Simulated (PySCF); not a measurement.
# 4-Hydroxypyridine: geometry, NMR shifts, spin-spin couplings and electronic excitations

Aim: predict the NMR shifts, spin-spin couplings and electronic excitations of 4-Hydroxypyridine (`Oc1ccncc1`).

Programs: PySCF 2.14.0, with density-fitted response routines of our own. Each step states its level of theory. These are calculated values for one molecule in the gas phase, unless marked as measured. Atoms are numbered from 0 throughout.

**1. Starting geometry**

12 atoms, charge 0, multiplicity 1; geometry from: GFN2-xTB.

Bonds of the start (Å): O0–C1 1.35, C1–C2 1.39, C2–C3 1.38, C3–N4 1.32, N4–C5 1.32, C5–C6 1.38, C6–C1 1.39, O0–H7 0.97, C2–H8 1.08, C3–H9 1.08, C5–H10 1.08, C6–H11 1.08.

**2. Relaxing the molecule at PBE0-D3(BJ)/def2-SVP**

The job: settings as JSON, then the geometry in Å.

```
{"job": {"xc": "PBE0", "basis": "def2-SVP", "d3": "d3bj", "grid": 1, "kind": "geom"}, "charge": 0, "multiplicity": 1}
O      2.148326    -0.721621    -0.247382
C      0.866636    -0.314157    -0.107395
C     -0.160667    -1.231227    -0.322902
C     -1.464148    -0.796050    -0.174228
N     -1.795796     0.440649     0.160199
C     -0.817885     1.305143     0.362411
C      0.524754     0.988558     0.244743
H      2.753707     0.009070    -0.068253
H      0.075026    -2.246345    -0.596783
H     -2.292699    -1.473366    -0.331290
H     -1.125847     2.306173     0.634151
H      1.289791     1.732488     0.420703
```

**Question.** This job is followed by: GIAO PBE0/pcSseg-1 NMR shielding, non-relativistic, gas phase; B3LYP/pcJ-1 indirect spin-spin coupling, non-relativistic, gas phase; TDDFT CAM-B3LYP/def2-SVPD, vertical, gas phase, core orbitals frozen in the response; GIAO WP04/pcSseg-2 NMR shielding, non-relativistic, gas phase. What will the session give for the following? point group; rotational constants (main isotopes); 13C shifts against TMS (PBE0/pcSseg-1, means over atoms taken as alike); 1H shifts against TMS (PBE0/pcSseg-1, means over atoms taken as alike); 17O shifts against H2O (PBE0/pcSseg-1); 15N shifts against NH3 (PBE0/pcSseg-1); largest coupling of the table (B3LYP/pcJ-1); lowest singlet (CAM-B3LYP/def2-SVPD); brightest single state of those computed; lowest triplet; vertical ionisation energy (ΔSCF); range of the shift of O0.

The runs gave:

| quantity | value |
| --- | --- |
| point group | Cs |
| rotational constants (main isotopes) | 6.01, 2.65, 1.84 GHz |
| 13C shifts against TMS (PBE0/pcSseg-1, means over atoms taken as alike) | 167.3, 157.3, 113.7 ppm |
| 1H shifts against TMS (PBE0/pcSseg-1, means over atoms taken as alike) | 8.54, 6.55, 4.08 ppm |
| 17O shifts against H2O (PBE0/pcSseg-1) | 132.2 ppm |
| 15N shifts against NH3 (PBE0/pcSseg-1) | 337.8 ppm |
| largest coupling of the table (B3LYP/pcJ-1) | 1J(C,H) C3–H9, 186.4 Hz |
| lowest singlet (CAM-B3LYP/def2-SVPD) | 5.36 eV (231 nm), f = 0.000 |
| brightest single state of those computed | state 7, 7.12 eV, f = 0.511 |
| lowest triplet | 4.25 eV |
| vertical ionisation energy (ΔSCF) | 9.53 eV |
| range of the shift of O0 | 119.5 to 132.2 ppm |

**Reading.** Over 4 steps the energy fell by 0.031 eV; of the close pairs, C3–H9 changed most, 1.082 to 1.096 Å. At PBE0/pcSseg-1: The widest tensor belongs to N4: span 676 ppm, with a paramagnetic part of -403 ppm. In the run at B3LYP/pcJ-1, the largest coupling of the table is C3–H9 (mean over like pairs), 186.4 Hz, of which the Fermi-contact term gives 185.7 Hz. The first singlet state (HOMO−1→LUMO 0.97) lies at 5.36 eV and is dark; of the 10 states computed, the strongest absorption comes from state 7 at 7.12 eV. The lowest triplet lies 1.11 eV below the lowest singlet (triplets in Tamm-Dancoff, singlets in full TDDFT). ΔSCF puts the ionisation energy at 9.53 eV, 0.80 eV above −ε(HOMO). In ppm, O0 moves most: its shift spreads over 12.7 ppm, from 119.5 (WP04/pcSseg-2) to 132.2 (PBE0/pcSseg-1).
